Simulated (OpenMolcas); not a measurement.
# AlHCl2O (SMILES [OH][Al]([Cl])[Cl]): CCSD/pcseg-1

Aim: the vertical ionisation energy of AlHCl2O at CCSD/pcseg-1, from 2 runs. 

The results are computed with OpenMolcas 26.06.

2 further runs of the same task are left out: 2 set aside as unsound or not needed.

## Step 1: The molecule

AlHCl2O has 5 atoms, charge 0, and is taken as a singlet. As SMILES, `[OH][Al]([Cl])[Cl]`. The shape comes from GFN2-xTB, which is rough for such elements, and wasn't checked as a minimum.

Bond lengths: O1–Al2 1.640 Å, Al2–Cl3 2.029 Å, Al2–Cl4 2.030 Å, O1–H5 0.944 Å. Angles: O1–Al2–Cl3 118.6°, O1–Al2–Cl4 118.7°, Cl3–Al2–Cl4 122.6°, Al2–O1–H5 179.2°.

## Step 2: The energy at CCSD/pcseg-1

Input file struct.xyz:

```xyz
5

O      0.091690     1.180530     0.032530
Al    -0.032210    -0.453930    -0.010480
Cl     1.057380    -1.546720     1.307320
Cl    -1.272670    -1.302620    -1.375070
H      0.155810     2.122740     0.045690
```

Input file test.input:

```
&GATEWAY
BasLib
$CurrDir
Coord
struct.xyz
Basis
pcseg-1
Group
NoSym
&SEWARD
&SCF
PrOrbitals
1 2
&RASSCF
FileOrb
$Project.ScfOrb
Spin
1
Nactel
0 0 0
Inactive
28
Ras2
0
OutOrbitals
Canonical
OrbListing
NoCore
&MOTRA
JobIph
Frozen
16
&CCSDT
CCSD
Iterations
50
Extrapolation
5 4
```

The basis set pcseg-1 is read from a file made from the Basis Set Exchange's data (not shown).

On the command line:

```sh
$ export MOLCAS_MEM=1860
$ pymolcas test.input > test.log
```

The program printed:

```text
--- Start Module: gateway ---
[...]
--- Stop Module: gateway /rc=_RC_ALL_IS_WELL_ ---
[...]
      Basis functions           73
[...]
       Convergence after  10 Iterations
[...]
::    Total SCF energy                              -1236.4600168036
[...]
      Total spin, S                                     0.0000000000
[...]
      Number of active orbitals                  0
[...]
      Spin quantum number                      0.0
[...]
      Active orbitals                            0
[...]
      Number of CSFs                             1
[...]
      Number of root(s) required                 1
[...]
      Convergence after  4 iterations
[...]
      Natural orbitals and occupation numbers for root  1
      ************************************************************************************************************************
      *                                                    Final results                                                     *
      ************************************************************************************************************************
[...]
::    RASSCF root number  1 Total energy:  -1236.46001680
[...]
      Total electronic charge=   56.000000
      Total            charge=   -0.000000
[...]
      Dipole Moment (debye):
      Origin of the operator (angstrom)=   -0.0595   -0.7976   -0.0183
                   X=  1.5643E-01               Y=  2.1198E+00               Z=  2.7396E-02           Total=  2.1257E+00
      Quadrupole Moment (debye*angstrom):
[...]
--- Start Module: motra ---
[...]
      *** WARNING: Default frozen orbitals is overwritten by user input.
      *** Default values:  13
[...]
--- Stop Module: motra /rc=_RC_ALL_IS_WELL_ ---
--- Start Module: ccsdt ---
[...]
      Convergence after                    12  Iterations
      Total energy (diff) :   -1236.98641751       0.00000001
[...]
--- Stop Module: ccsdt /rc=_RC_ALL_IS_WELL_ ---
[...]
```

Run time: 12 s. Hardware: 1 thread of Arm Neoverse V1, shared host; peak memory 0.42 GiB.

## Step 3: The doublet cation at the same level

struct.xyz is that of step 2.

Input file test.input:

```
&GATEWAY
BasLib = $CurrDir
Coord = struct.xyz
Basis = pcseg-1
Group = NoSym
&SEWARD
&SCF
UHF
Charge = 1
Spin = 2
PrOrbitals = 1 2
&RASSCF
FileOrb = $Project.UnaOrb
Spin = 2
Nactel = 1 0 0
Inactive = 27
Ras2 = 1
OutOrbitals = Canonical
OrbListing = NoCore
&MOTRA
JobIph
Frozen = 16
&CCSDT
CCSD
Iterations = 50
Extrapolation = 5 4
```

The basis set pcseg-1 is read from a file made from the Basis Set Exchange's data (not shown).

On the command line:

```sh
$ export MOLCAS_MEM=1860
$ pymolcas test.input > test.log
```

The program printed:

```text
--- Start Module: gateway ---
[...]
--- Stop Module: gateway /rc=_RC_ALL_IS_WELL_ ---
[...]
      Basis functions           73
[...]
       Convergence after  58 Iterations
[...]
::    Total SCF energy                              -1236.0428044641
[...]
      Total spin, S                                     0.5039717152
[...]
      Number of active orbitals                  1
[...]
      Spin quantum number                      0.5
[...]
      Active orbitals                            1
[...]
      Number of CSFs                             1
[...]
      Number of root(s) required                 1
[...]
      Convergence after 10 iterations
[...]
      printout of CI-coefficients larger than  0.05 for root  1
      energy=   -1236.038346
      conf/sym  1     Coeff  Weight
             1  u   1.00000 1.00000
      Natural orbitals and occupation numbers for root  1
      sym 1:   1.000000
      ************************************************************************************************************************
      *                                                    Final results                                                     *
[...]
::    RASSCF root number  1 Total energy:  -1236.03834649
[...]
      Total electronic charge=   55.000000
      Total            charge=    1.000000
[...]
      Dipole Moment (debye):
      Origin of the operator (angstrom)=   -0.0595   -0.7976   -0.0183
                   X= -3.8218E+00               Y=  4.8075E-01               Z= -4.4227E+00           Total=  5.8649E+00
      Center of Charge (angstrom)
[...]
--- Start Module: motra ---
[...]
      *** WARNING: Default frozen orbitals is overwritten by user input.
      *** Default values:  13
[...]
--- Stop Module: motra /rc=_RC_ALL_IS_WELL_ ---
--- Start Module: ccsdt ---
[...]
      Convergence after                    20  Iterations
      Total energy (diff) :   -1236.55599143       0.00000004
[...]
--- Stop Module: ccsdt /rc=_RC_ALL_IS_WELL_ ---
[...]
```

Run time: 24 s. Hardware: 1 thread of Arm Neoverse V1, shared host; peak memory 0.42 GiB.

## Step 4: Summary of results

At CCSD/pcseg-1, 16 core orbitals frozen:

| quantity | value |
| --- | --- |
| singlet AlHCl2O: total energy | -1236.98642 Eh |
| singlet AlHCl2O: dipole moment (mean-field density) | 2.13 D |
| singlet AlHCl2O: HOMO energy (Hartree–Fock orbitals) | -12.64 eV |
| singlet AlHCl2O: LUMO energy (Hartree–Fock orbitals) | 2.19 eV |
| singlet AlHCl2O: HOMO–LUMO gap (Hartree–Fock orbitals) | 14.83 eV |
| singlet AlHCl2O: correlation energy (16 core orbitals frozen) | -526.4 mEh |
| doublet cation: total energy | -1236.55599 Eh |
| vertical ionisation energy (to the doublet cation) | 11.712 eV |

What this shows: Removing an electron at fixed nuclei costs 11.71 eV (270 kcal/mol).
